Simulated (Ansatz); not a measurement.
## LuH2, space group Fm-3m: cell relaxations under several functionals, step by step

With the Python package of Ansatz (0.2.0).

Typed at the interpreter:
```pycon
>>> import ansatz as az
>>> import numpy as np
>>> TOLERANCE = 1e-09
>>> OCCUPATIONS = "cold"
>>> def edges_and_angles(cell):
...     cell = np.asarray(cell)
...     a, b, c = np.linalg.norm(cell, axis=1)
...     cosines = cell[1] @ cell[2] / (b * c), cell[0] @ cell[2] / (a * c), cell[0] @ cell[1] / (a * b)
...     return (a, b, c, *np.degrees(np.arccos(cosines)))
...
>>> lattice = az.Lattice.of(
...     (0.0, 2.5165, 2.5165),
...     (2.5165, 0.0, 2.5165),
...     (2.5165, 2.5165, 0.0),
... )
>>> sites = [
...     ("Lu", (0.0, 0.0, 0.0)),
...     ("H", (0.25, 0.25, 0.25)),
...     ("H", (0.75, 0.75, 0.75)),
... ]
>>> xtal = az.Crystal(lattice=lattice)
>>> for symbol, position in sites:
...     xtal = xtal.atom(symbol, position)
...
>>> [site.symbol for site in xtal.resolved().sites]
['Lu', 'H', 'H']
>>> job = (
...     xtal.calculation()
...     .kpoints(5, shift=0.5)
...     .scf(tolerance=TOLERANCE)
...     .occupations(OCCUPATIONS)
...     .relax(cell=True, max_steps=40)
... )
>>> levels = [("r2scan", "none"), ("r2scan", "d4"), ("blyp", "d3bj")]
>>> print("level            a       b       c    alpha   beta  gamma  V/atom  steps")
level            a       b       c    alpha   beta  gamma  V/atom  steps
>>> for name, dispersion in levels:
...     seen = []
...     run = job.functional(name, dispersion=dispersion).session().plan()
...     res = run.execute(on_event=lambda e: seen.append(e) if e["event"] == "relax_step" else None)
...     cell = res.lattice.cell_ang
...     label = name if dispersion == "none" else f"{name}+{dispersion}"
...     print("{:13s} {:7.4f} {:7.4f} {:7.4f} {:6.2f} {:6.2f} {:6.2f}".format(label, *edges_and_angles(cell)), f"{abs(np.linalg.det(cell)) / len(res.lattice.sites):7.3f} {len(seen):5d}")
...
DeckWarning: basis.ecutwfc = 500 eV, auto-derived from the records' recommended cutoffs: set by Lu (their level for a meta-GGA)
DeckWarning: crystal.symmetry: narrowed to the stabiliser of the k-point mesh — unitary ops 48 → 12; excluded 36 operations that carry a point of the 5×5×5 mesh (shift [0.5, 0.5, 0.5]) off the mesh (the run samples exactly the mesh kpoints.mp_grid names, as [...]
DeckWarning: relax.cell: scf.convergence.dr2_threshold = 1e-9 eV is looser than the 3e-10 eV advised for a relaxation that steers and ends on the stress (1e-10 eV for each atom of the cell: 3). What an SCF threshold leaves in a stress goes as its square root, [...]
r2scan         3.5326  3.5326  3.5326  59.90  59.90  59.90  10.368     5
r2scan+d4      3.5148  3.5148  3.5148  59.90  59.90  59.90  10.211     5
DeckWarning: basis.ecutwfc = 420 eV, auto-derived from the records' recommended cutoffs: set by Lu (normal level)
blyp+d3bj      3.4968  3.4968  3.4968  59.89  59.89  59.89  10.053     7
```

From smallest to largest: BLYP+D3BJ (10.05 Å³ an atom, -5.4 % against the start), r2SCAN+D4 (10.21 Å³ an atom, -3.9 % against the start) and r2SCAN (10.37 Å³ an atom, -2.4 % against the start). The spread is 3.1 % in volume.

The settings weren't tested for convergence. BLYP and dispersion corrections can be off by several per cent in the lattices of metals, and by several GPa in the pressure at a fixed cell. For a metal this k-point mesh is coarse: on a finer one energies can move by several to tens of meV an atom and pressures by half a GPa or more, differences at one mesh by less. Edges and angles are those of the cell as typed, here a primitive one, not of the conventional cell. The starting cell is as deposited in a crystallographic database; the results hold for this polymorph, which needn't be the stable one. Warnings are shown shortened and without file and line. Wall time of the script: 36 s on 1 thread of Arm Neoverse V1 (shared host), peak memory 0.47 GiB.
